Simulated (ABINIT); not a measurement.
# Zr3S2 (R32) in ABINIT: reference runs

Aim: a first look at Zr3S2 with PBE, on the cell as given and on a disturbed one.

Everything below comes from runs of ABINIT 10.8.3 (patched build). Logs are shortened: lines on timing, memory, paths and dates and some standing lists are left out, and cuts for length are marked. The log counts tension as positive stress, the text compression.

### 1 The structure

Symmetry: R32, No. 155, trigonal system. The conventional cell has a = 5.805 Å, b = 5.805 Å, c = 10.463 Å, α = 90.00°, β = 90.00°, γ = 120.00°. Around Zr (site symmetry 2) lie 4 S at 2.61 to 2.62 Å. Around S (site symmetry 3) lie 6 Zr at 2.61 to 2.62 Å.

The cell comes from a database or a generator and needn't be the stable form of this composition.

### 2 Single point, PBE

File run.abi:

```
pp_dirpath "./"
pseudos "Zr.GGA_PBE-JTH.xml, S.GGA_PBE-JTH.xml"

acell 3*1.0 Angstrom
rprim
     2.9025379727     1.6757810799     3.4877732718
    -2.9025379727     1.6757810799     3.4877732718
     0.0000000000    -3.3515621597     3.4877732718
ntypat 2
znucl 40 16
natom 5
typat 1 1 1 2 2
xred
     0.8387270000     0.5000000000     0.1612730000
     0.5000000000     0.1612730000     0.8387270000
     0.1612730000     0.8387270000     0.5000000000
     0.6650230000     0.6650230000     0.6650230000
     0.3349770000     0.3349770000     0.3349770000

ecut 20.0
pawecutdg 40.0
pawxcdev 0

kptopt 1
ngkpt 6 6 6
nshiftk 1
shiftk 0.0 0.0 0.0

ixc 11

nband 29
occopt 3
tsmear 0.05 eV

nstep 100
tolvrs 1.0e-9

iomode 3
prtwf 0
prtden 0
prteig 0
prtebands 0
enunit 1
```

Potentials or basis: JTH PAW PBE v2.0.

Started as:

```sh
abinit run.abi > log 2>&1
```

run.abo:

```text
.Version 10.8.3 of ABINIT
 Symmetries : space group R3 2 (#155); Bravais hR (rhombohedral)
================================================================================
 Values of the parameters that define the memory need of the present run
     intxc =       0    ionmov =       0      iscf =      17    lmnmax =      18
     lnmax =       6     mgfft =      40  mpssoang =       3    mqgrid =    3001
     natom =       5  nloc_mem =       2    nspden =       1   nspinor =       1
    nsppol =       1      nsym =       6    n1xccc =       1    ntypat =       2
    occopt =       3   xclevel =       2
       mpw =        2949          nfft =       64000          nkpt =          32
 PAW method is used; the additional fine FFT grid is defined by:
   mgfftf=        54    nfftf =    157464
================================================================================
================================================================================

--------------------------------------------------------------------------------
------------- Echo of variables that govern the present computation ------------
--------------------------------------------------------------------------------
 -outvars: echo values of preprocessed input variables --------
            acell      1.8897261259E+00  1.8897261259E+00  1.8897261259E+00 Bohr
              amu      9.12240000E+01  3.20660000E+01
             ecut      2.00000000E+01 Hartree
           enunit           1
              ixc          11
         kptrlatt        6    0    0      0    6    0      0    0    6
          kptrlen      5.48447595E+01
            natom           5
            nband          29
            ngfft          40      40      40
          ngfftdg          54      54      54
             nkpt          32
            nstep         100
             nsym           6
           ntypat           2
           occopt           3
        pawecutdg      4.00000000E+01 Hartree
         pawxcdev           0
           prtden           0
        prtebands           0
           prteig           0
            prtwf           0
            rprim      2.9025379727E+00  1.6757810799E+00  3.4877732718E+00
                      -2.9025379727E+00  1.6757810799E+00  3.4877732718E+00
                       0.0000000000E+00 -3.3515621597E+00  3.4877732718E+00
          spgroup         155
           tolvrs      1.00000000E-09
           tsmear      1.83746611E-03 Hartree
            typat      1  1  1  2  2
           useylm           1
           xangst      9.8316797988E-01  1.7028968936E+00  5.2316599077E+00
                       9.8316797988E-01 -1.7028968935E+00  5.2316599077E+00
                      -1.9663359598E+00  5.0000128024E-11  5.2316599077E+00
                      -7.9230541502E-18  6.6502793118E-11  6.9583483336E+00
                       2.1288948619E-17  3.3497609789E-11  3.5049714818E+00
            xcart      1.8579182177E+00  3.2180087495E+00  9.8864044094E+00
                       1.8579182177E+00 -3.2180087493E+00  9.8864044094E+00
                      -3.7158364355E+00  9.4486548226E-11  9.8864044094E+00
                      -1.4972402425E-17  1.2567206560E-10  1.3149372639E+01
                       4.0230282398E-17  6.3301308373E-11  6.6234361797E+00
             xred      8.3872700000E-01  5.0000000000E-01  1.6127300000E-01
[... 174 lines left out ...]
 Fermi (or HOMO) energy (eV) =  10.60817   Average Vxc (eV)= -11.02862
 Eigenvalues (   eV  ) for nkpt=  32  k points:
 kpt#   1, nband= 29, wtk=  0.00463, kpt=  0.0000  0.0000  0.0000 (reduced coord)
 -38.52591  -38.44783  -38.44783  -16.68503  -16.68503  -16.67799  -16.66294  -16.60805
 -16.60805  -16.54001  -16.27915  -16.27915   -4.38087   -3.17278    4.67620    4.67620
   4.98654    6.34937    6.53032    6.53032    8.01316    8.79106   10.71134   10.71134
  11.30581   11.30581   12.60727   13.35707   13.37009
 prteigrs : prtvol=0 or 1, do not print more k-points.

--- !EnergyTerms
iteration_state     : {dtset: 1, }
comment             : Components of total free energy in Hartree
kinetic             :  4.54348736384572E+01
hartree             :  2.78905423493327E+01
xc                  : -2.77244034722888E+01
Ewald energy        : -1.32230773322668E+02
psp_core            :  3.72233530171228E+00
local_psp           : -1.17593212084577E+02
PAW spherical_terms :  3.71220582914591E+01
internal            : -1.63378579298572E+02
'-kT*entropy'       : -7.27834836094896E-04
total_energy        : -1.63379307133408E+02
total_energy_eV     : -4.44577743100793E+03
...

--- !EnergyTermsDC
iteration_state     : {dtset: 1, }
comment             : '"Double-counting" decomposition of free energy'
band_energy         : -1.47046173666437E+01
Ewald energy        : -1.32230773322668E+02
psp_core            :  3.72233530171228E+00
xc_dc               : -2.49557382077365E+01
PAW spherical_terms :  4.79020848166219E+00
internal            : -1.63378585113673E+02
'-kT*entropy'       : -7.27834836094896E-04
total_energy_dc     : -1.63379312948509E+02
total_energy_dc_eV  : -4.44577758924489E+03
...

--- !EnergyTermsWithPAWCore
iteration_state     : {dtset: 1, }
comment             : 'Components of total free energy, including PAW core contributions'
Total energy        : -1.15949904558238E+04
Total energy DC     : -1.15949904616389E+04
Total energy (eV)   : -3.15515763811885E+05
Total energy DC (eV): -3.15515763970122E+05
...

 Cartesian components of stress tensor (hartree/bohr^3)
  sigma(1 1)=  3.98641390E-05  sigma(3 2)= -5.21717035E-14
  sigma(2 2)=  3.98641390E-05  sigma(3 1)=  0.00000000E+00
  sigma(3 3)=  3.54005558E-05  sigma(2 1)=  0.00000000E+00

-Cartesian components of stress tensor (GPa)         [Pressure= -1.1291E+00 GPa]
- sigma(1 1)=  1.17284346E+00  sigma(3 2)= -1.53494451E-09
- sigma(2 2)=  1.17284346E+00  sigma(3 1)=  0.00000000E+00
- sigma(3 3)=  1.04152031E+00  sigma(2 1)=  0.00000000E+00

== END DATASET(S) ==============================================================
================================================================================

 -outvars: echo values of variables after computation  --------
            acell      1.8897261259E+00  1.8897261259E+00  1.8897261259E+00 Bohr
           etotal     -1.6337931295E+02
            fcart     -5.6999046819E-04 -9.8725245074E-04  9.4352575293E-15
                      -5.6999046819E-04  9.8725245074E-04 -9.4352580276E-15
                       1.1399809364E-03 -1.7279017195E-20 -4.3914216108E-21
                      -8.7668037128E-21 -4.2809701097E-20 -3.2686430357E-04
                       4.1292868887E-20  7.4273793334E-20  3.2686430357E-04
            rprim      2.9025379727E+00  1.6757810799E+00  3.4877732718E+00
                      -2.9025379727E+00  1.6757810799E+00  3.4877732718E+00
                       0.0000000000E+00 -3.3515621597E+00  3.4877732718E+00
           strten      3.9864138958E-05  3.9864138990E-05  3.5400555825E-05
                      -5.2171703461E-14  0.0000000000E+00  0.0000000000E+00
           xangst      9.8316797988E-01  1.7028968936E+00  5.2316599077E+00
                       9.8316797988E-01 -1.7028968935E+00  5.2316599077E+00
                      -1.9663359598E+00  5.0000128024E-11  5.2316599077E+00
                      -7.9230541502E-18  6.6502793118E-11  6.9583483336E+00
                       2.1288948619E-17  3.3497609789E-11  3.5049714818E+00
             xred      8.3872700000E-01  5.0000000000E-01  1.6127300000E-01
                       5.0000000000E-01  1.6127300000E-01  8.3872700000E-01
                       1.6127300000E-01  8.3872700000E-01  5.0000000000E-01
                       6.6502300000E-01  6.6502300000E-01  6.6502300000E-01
                       3.3497700000E-01  3.3497700000E-01  3.3497700000E-01
 Calculation completed.
```

Wall time 1.7 min (1 thread of Arm Neoverse V1, shared host); peak memory 0.21 GiB.

What came out:

```
Free energy                                           : -4445.7776 eV
Pressure                                              : -1.1 GPa
Largest force                                         : 0.059 eV/Å
Band gap on the k mesh                                : none (metal or under the smearing width)
Valence electrons inside the program's atomic spheres : Zr 9.03; S 3.64
```

Forces on the atoms (eV/Å):
```
Zr  -0.029 -0.051  0.000
Zr  -0.029  0.051  0.000
Zr   0.059  0.000  0.000
S    0.000  0.000 -0.017
S    0.000  0.000  0.017
```

Levels at points of the mesh, in eV from the Fermi level:
| k point | band 21 | band 22 | band 23 | band 24 | band 25 | band 26 | band 27 | band 28 |
| --- | --- | --- | --- | --- | --- | --- | --- | --- |
| (0.00, 0.00, 0.00) | -2.59 | -1.82 | 0.10 | 0.10 | 0.70 | 0.70 | 2.00 | 2.75 |
| (0.50, 0.00, 0.00) | -1.20 | -1.11 | -0.84 | -0.66 | -0.12 | 1.01 | 1.77 | 1.78 |
| (0.50, 0.50, 0.00) | -1.86 | -1.21 | -0.82 | -0.28 | -0.04 | 0.93 | 1.90 | 2.00 |
| (0.50, 0.50, 0.50) | -0.77 | -0.39 | -0.17 | -0.17 | 0.34 | 0.34 | 1.08 | 1.08 |

### 3 Single point, PBE (atoms moved at random, drawn with an rms of 0.05 Å)

File run.abi:

```
# Pseudopotentials
pp_dirpath "./"
pseudos "Zr.GGA_PBE-JTH.xml, S.GGA_PBE-JTH.xml"

# Structure
acell 3*1.0
rprim
     5.4850018347     3.1667672858     6.5909362685
    -5.4850018347     3.1667672858     6.5909362685
     0.0000000000    -6.3335345715     6.5909362685
ntypat 2
znucl 40 16
natom 5
typat 1 1 1 2 2
xred
     0.8451640000     0.4957590000     0.1468560000
     0.4962570000     0.1619030000     0.8477010000
     0.1402330000     0.8567920000     0.4974680000
     0.6568480000     0.6643250000     0.6612470000
     0.3326670000     0.3457420000     0.3378430000
chkprim 0
chksymtnons 0
tolsym 1.0e-6

# Plane-wave basis
ecut 20.0
pawecutdg 40.0
pawxcdev 0

# k points
kptopt 1
ngkpt 6 6 6
nshiftk 1
shiftk 0.0 0.0 0.0

# Exchange and correlation
ixc 11

# Bands and occupations
nband 29
occopt 3
tsmear 0.05 eV

# SCF cycle
nstep 100
tolvrs 1.0e-9

# Output
iomode 3
prtwf 0
prtden 0
prteig 0
prtebands 0
enunit 2
prtvol 2
```

Potentials or basis: JTH PAW PBE v2.0.

Started as:

```sh
abinit run.abi > log 2>&1
```

run.abo:

```text
.Version 10.8.3 of ABINIT
 Symmetries : space group P1 (#  1); Bravais aP (primitive triclinic)
================================================================================
 Values of the parameters that define the memory need of the present run
     intxc =       0    ionmov =       0      iscf =      17    lmnmax =      18
     lnmax =       6     mgfft =      40  mpssoang =       3    mqgrid =    3001
     natom =       5  nloc_mem =       2    nspden =       1   nspinor =       1
    nsppol =       1      nsym =       1    n1xccc =       1    ntypat =       2
    occopt =       3   xclevel =       2
       mpw =        2949          nfft =       64000          nkpt =         112
 PAW method is used; the additional fine FFT grid is defined by:
   mgfftf=        54    nfftf =    157464
================================================================================
================================================================================

--------------------------------------------------------------------------------
------------- Echo of variables that govern the present computation ------------
--------------------------------------------------------------------------------
 -outvars: echo values of preprocessed input variables --------
            acell      1.0000000000E+00  1.0000000000E+00  1.0000000000E+00 Bohr
              amu      9.12240000E+01  3.20660000E+01
          chkprim           0
      chksymtnons           0
             ecut      2.00000000E+01 Hartree
           enunit           2
              ixc          11
         kptrlatt        6    0    0      0    6    0      0    0    6
          kptrlen      5.48447594E+01
            natom           5
            nband          29
            ngfft          40      40      40
          ngfftdg          54      54      54
             nkpt         112
            nstep         100
             nsym           1
           ntypat           2
           occopt           3
        pawecutdg      4.00000000E+01 Hartree
         pawxcdev           0
           prtden           0
        prtebands           0
           prteig           0
           prtvol           2
            prtwf           0
            rprim      5.4850018347E+00  3.1667672858E+00  6.5909362685E+00
                      -5.4850018347E+00  3.1667672858E+00  6.5909362685E+00
                       0.0000000000E+00 -6.3335345715E+00  6.5909362685E+00
          spgroup           1
           tolsym      1.00000000E-06
           tolvrs      1.00000000E-09
[... 2444 lines left out ...]
kinetic             :  4.54128125726232E+01
hartree             :  2.76206361721817E+01
xc                  : -2.77157416977482E+01
Ewald energy        : -1.32546053981274E+02
psp_core            :  3.72233530931647E+00
local_psp           : -1.16995474089150E+02
PAW spherical_terms :  3.71263118200705E+01
internal            : -1.63375173893980E+02
'-kT*entropy'       : -7.31190136817943E-04
total_energy        : -1.63375905084117E+02
total_energy_eV     : -4.44568485653063E+03
...

--- !EnergyTermsDC
iteration_state     : {dtset: 1, }
comment             : '"Double-counting" decomposition of free energy'
band_energy         : -1.46544839548228E+01
Ewald energy        : -1.32546053981274E+02
psp_core            :  3.72233530931647E+00
xc_dc               : -2.46891031145198E+01
PAW spherical_terms :  4.79211768766121E+00
internal            : -1.63375188053639E+02
'-kT*entropy'       : -7.31190136817943E-04
total_energy_dc     : -1.63375919243775E+02
total_energy_dc_eV  : -4.44568524183457E+03
...

--- !EnergyTermsWithPAWCore
iteration_state     : {dtset: 1, }
comment             : 'Components of total free energy, including PAW core contributions'
Total energy        : -1.15949870537745E+04
Total energy DC     : -1.15949870679342E+04
Total energy (eV)   : -3.15515671237407E+05
Total energy DC (eV): -3.15515671622711E+05
...

 Cartesian components of stress tensor (hartree/bohr^3)
  sigma(1 1)=  8.05423160E-05  sigma(3 2)= -2.21384606E-05
  sigma(2 2)=  4.74680017E-05  sigma(3 1)= -7.58851268E-06
  sigma(3 3)=  4.37879099E-05  sigma(2 1)=  1.60478458E-06

-Cartesian components of stress tensor (GPa)         [Pressure= -1.6848E+00 GPa]
- sigma(1 1)=  2.36963675E+00  sigma(3 2)= -6.51335997E-01
- sigma(2 2)=  1.39655682E+00  sigma(3 1)= -2.23261751E-01
- sigma(3 3)=  1.28828479E+00  sigma(2 1)=  4.72143923E-02

== END DATASET(S) ==============================================================
================================================================================

 -outvars: echo values of variables after computation  --------
            acell      1.0000000000E+00  1.0000000000E+00  1.0000000000E+00 Bohr
           etotal     -1.6337591924E+02
            fcart     -9.8329570277E-03 -1.0954141457E-02  5.9884093662E-03
                      -1.2312905349E-03  8.8601187306E-03 -7.6706619438E-03
                       1.5778821262E-02  6.3084324313E-04  3.3906811731E-03
                      -4.7422846257E-03  3.5514545087E-03 -1.0602210781E-03
                       2.7710926712E-05 -2.0882750254E-03 -6.4820751739E-04
            rprim      5.4850018347E+00  3.1667672858E+00  6.5909362685E+00
                      -5.4850018347E+00  3.1667672858E+00  6.5909362685E+00
                       0.0000000000E+00 -6.3335345715E+00  6.5909362685E+00
           strten      8.0542316023E-05  4.7468001652E-05  4.3787909873E-05
                      -2.2138460561E-05 -7.5885126807E-06  1.6047845759E-06
           xangst      1.0141612797E+00  1.7548963793E+00  5.1890358270E+00
                       9.7047518066E-01 -1.7381905176E+00  5.2521017433E+00
                      -2.0798397058E+00  3.5007066998E-03  5.2124527368E+00
                      -2.1702276407E-02 -2.2137067700E-03  6.9142314848E+00
                      -3.7950683967E-02  4.5631518953E-03  3.5444565606E+00
             xred      8.4516400000E-01  4.9575900000E-01  1.4685600000E-01
                       4.9625700000E-01  1.6190300000E-01  8.4770100000E-01
                       1.4023300000E-01  8.5679200000E-01  4.9746800000E-01
                       6.5684800000E-01  6.6432500000E-01  6.6124700000E-01
                       3.3266700000E-01  3.4574200000E-01  3.3784300000E-01
 Calculation completed.
```

Run time: 6.7 min. Hardware: 1 thread of Arm Neoverse V1, shared host; peak memory 0.37 GiB.

What came out:

| Property | Result |
| --- | --- |
| Free energy | -4445.6852 eV |
| Pressure | -1.7 GPa |
| Largest force | 0.831 eV/Å |
| Band gap on the k mesh | none (metal or under the smearing width) |
| Valence electrons inside the program's atomic spheres | Zr 9.03; S 3.65 |

Forces on the atoms (eV/Å):
```
Zr  -0.506 -0.563  0.308
Zr  -0.063  0.456 -0.394
Zr   0.811  0.032  0.174
S   -0.244  0.183 -0.055
S    0.001 -0.107 -0.033
```
